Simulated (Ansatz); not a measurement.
Working through an active-space calculation of H4SeSi2, SMILES [SiH2]1[SiH2][Se]1

With Ansatz 0.2.0, Python API.

Notebook, run cell by cell (the value of a cell's last expression is shown):

**Cell 1**
```python
from dataclasses import dataclass

import ansatz as az
from ase import Atoms
```

**Cell 2**
```python
@dataclass
class Options:
    basis: str = "def2-SVP"
```

**Cell 3**
```python
cfg = Options()
```

**Cell 4**
```python
atoms = Atoms(["Si", "Si", "Se", "H", "H", "H", "H"], positions=[
    (-0.924, -0.2313, -0.5018),
    (0.9342, -0.0223, 0.5694),
    (0.1384, 1.8019, -0.6109),
    (-0.8247, -0.9383, -1.7723),
    (-2.1655, -0.1371, 0.3236),
    (0.8037, 0.1458, 2.0256),
    (2.0992, -0.6868, -0.0792),
])
system = az.Crystal.molecule_from_ase(atoms)
```

**Cell 5**
```python
model = (
    system.calculation()
    .basis(gaussian=cfg.basis)
    .correlation(active_electrons=4, active_orbitals=5)
)
for method in [None, "sc_nevpt2"]:
    report = (model if method is None else model.correlation(method)).run(threads=1).report
    space = report["configurations"]
    state = space["states"][0]
    print(method or "casscf", f"total {report['free_energy_ev'] / 27.211386246:.6f} Ha, active-space state {state['energy']['hartree']:.6f} Ha, mean field {report['reference_energy_ev'] / 27.211386246:.6f} Ha")
    print("  determinants", state["n_determinants"], " natural occupations", [round(n, 3) for n in space["natural_occupations"]])
print("effectively unpaired electrons, sum of min(n, 2 - n):", round(sum(min(n, 2 - n) for n in space["natural_occupations"]), 3))
```
Output:
```text
casscf total -2979.599262 Ha, active-space state -2979.599262 Ha, mean field -2979.563023 Ha
  determinants 100  natural occupations [1.969, 1.966, 0.035, 0.019, 0.01]
sc_nevpt2 total -2979.989870 Ha, active-space state -2979.599233 Ha, mean field -2979.563023 Ha
  determinants 100  natural occupations [1.969, 1.966, 0.035, 0.019, 0.01]
effectively unpaired electrons, sum of min(n, 2 - n): 0.129
```

Reading the output:
- Total energies depend on the basis set; only differences at equal settings carry meaning.
- The geometry is a force-field or estimated start, not a minimum of this method, and the basis set is short of its limit. The active space starts as a window about the frontier orbitals and is then optimised, not chosen by chemistry.
- Wall time of the script: 30 s on 1 thread of Arm Neoverse V1, on a shared host, peak memory 0.32 GiB.
